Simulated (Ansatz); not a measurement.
# BGeC (quartet): the correlation ladder, cc-pVTZ

An exercise on one series of results from a longer session: the logs are not shown, and one member is left open.

Program: Ansatz 0.2.0, Gaussian basis. Level of theory: cc-pVTZ, core rule «outside noble gas», up to 16 orbitals frozen. These are calculated values, not measurements.

The runs, in order: UHF; CCSD(T) on ROHF; CCSD(T) on UHF; BCCD(T) on ROHF; CCSDT(Q) on ROHF; CCSDT(Q) on UHF; CASSCF and NEVPT2, 11 electrons in 12 orbitals.

3 further runs of the same task are left out: 3 set aside as unsound or not needed.

### The system

The geometry is a PBE0/def2-TZVP stationary point (not a proven minimum). No spin-orbit coupling is included. The filled d shell of Ge may be among the frozen orbitals whatever the setting's name suggests; the logs give the count.

3 atoms, charge 0, spin multiplicity 4.

Atoms are counted from 1 here; the program's logs count them from 0.

Bond lengths: C1–B2 1.404 Å, B2–Ge3 2.019 Å. Angles: C1–B2–Ge3 180.0°.

The first run:

in.yaml reads:

```yaml
crystal:
  periodic: [false, false, false]
  atoms:
    - {symbol: C, position_ang: [0.000000, 0.000000, -1.609400]}
    - {symbol: B, position_ang: [0.000000, 0.000000, -0.204900]}
    - {symbol: Ge, position_ang: [0.000000, 0.000000, 1.814300]}
basis:
  gaussian: {orbitals: cc-pVTZ}
magnetization: {spin_polarized: true, initial_magnetization: 3}
hamiltonian: {xc: hf}
output: {orbitals: {seedname: orbitals}}
```

Started as:

```
> ansatz run in.yaml --threads 1 --pin off --events-out ev --progress --plain --max-ram 4096MiB --backend cpu
```

Steps of the session up to this table: UHF; CCSD(T) on ROHF; CCSD(T) on UHF; BCCD(T) on ROHF; CCSDT(Q) on ROHF; CCSDT(Q) on UHF; CASSCF and NEVPT2, 11 electrons in 12 orbitals.

One table of the session follows, with a row left open; its other results are not shown here.

```
        method  from RCCSDT(Q) (meV)
          ROHF               +8514.6
           UHF               +7914.0
          RMP2               +1716.9
          UMP2               +2005.5
         RCCSD                +693.2
         UCCSD                +684.8
      RCCSD(T)                +219.9
      UCCSD(T)                +245.7
       BCCD(T)                +219.0
        RCCSDT                     ?
        UCCSDT                 +87.8
     RCCSDT(Q)                     0
     UCCSDT(Q)                 -15.1
CASSCF valence               +5220.1
NEVPT2 valence               +1054.5
```

Q: Estimate the row for RCCSDT from the others.

The run gave: from RCCSDT(Q) (meV): +94.7. In the column «from RCCSDT(Q) (meV)» it lies between UCCSDT (+87.8) and BCCD(T) (+219.0).

With the free atoms at the same levels and basis (separate runs), the atomisation energy is 6.965 eV at RCCSDT(Q), 6.785 eV at RCCSD(T), 6.746 eV at UCCSD(T), 4.864 eV at ROHF.

Caveats from the session: The determinant is far from a pure spin state, so its energy mixes those of several spin states (harmless only where they are near-degenerate, as at dissociation). Warnings: spin contamination; coupled cluster took another determinant than the lowest; large T1 diagnostic. Restricted and unrestricted rows rest on different reference determinants; where their highest levels disagree by more than a few hundredths of an eV, they describe different states and don't form one ladder.
